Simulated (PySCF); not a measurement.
# H2LaO2 (La(OH)2+): the cost of one run

Computed with PySCF 2.14.0. Level: several levels, as the steps say, no spin–orbit coupling.

1 further run of the same task is left out (for a known fault of the program).

## Step 1: Starting geometry

5 atoms, charge 1, spin multiplicity 1.

Bond lengths: La1–O2 2.066 Å, La1–H3 3.013 Å, La1–O4 2.066 Å, La1–H5 3.013 Å, O2–H3 0.964 Å, O4–H5 0.964 Å. Angles: O2–La1–H3 4.1°, O2–La1–O4 109.0°, O2–La1–H5 104.8°, H3–La1–O4 104.8°, H3–La1–H5 100.7°, O4–La1–H5 4.1°, La1–O2–H3 167.0°, La1–H3–O2 8.9°, La1–O4–H5 167.0°, La1–H5–O4 8.9°.

As a file:

```csv
atom,x (Å),y (Å),z (Å)
La1,0.0000,0.0000,-0.6712
O2,1.6809,-0.0347,0.5290
H3,2.3190,-0.0468,1.2519
O4,-1.6809,0.0347,0.5290
H5,-2.3190,0.0468,1.2519
```

Formal oxidation states: La +3. The 4f shell is empty and lies in the core potential. An earlier session relaxed this geometry at PBE0, La lcecp-1-SVP with ECP46, O def2-SVP, H def2-SVP (singlet, point group C2v).

At PBE0 on the finer grid: E = -182.856308 Eh, HOMO -13.27 eV, LUMO -6.42 eV, Mulliken charge on La1 +1.49 e, largest force component 0.003 eV/Å. The large-core potential holds the 4f shell empty.

Levels to run: M06-L; CAM-B3LYP; PBE0, TZVP. Hardware: 2 threads of Arm Neoverse V1, shared host.

## Step 2: M06-L

Contents of run.py (the lines that set the calculation):

```python
mol = gto.M(atom='''
La     0.00000     0.00000    -0.67119
O      1.68088    -0.03470     0.52902
H      2.31895    -0.04677     1.25193
O     -1.68088     0.03470     0.52902
H     -2.31895     0.04677     1.25193''',
    basis={'La': 'lcecp-1-SVP', 'O': 'def2-SVP', 'H': 'def2-SVP'},
    ecp={'La': 'lcecp-1-SVP'},
    charge=1, spin=0)
mf = dft.RKS(mol, xc='M06L')
mf.grids.atom_grid = (75, 302)  # f atoms: unpruned, at least (60, 302)
mf = mf.density_fit()  # fitting sets: La AutoAux, O def2-universal-JKFIT, H def2-universal-JKFIT
mf.conv_tol = 1e-08; mf.max_cycle = 55
mf.kernel(dm0)  # dm0: the density of the relaxed state
```

Command:

```
> OMP_NUM_THREADS=2 python run.py
```

**Question.** How long does this run take on 2 threads of Arm Neoverse V1, shared host?

About 3.7 s.
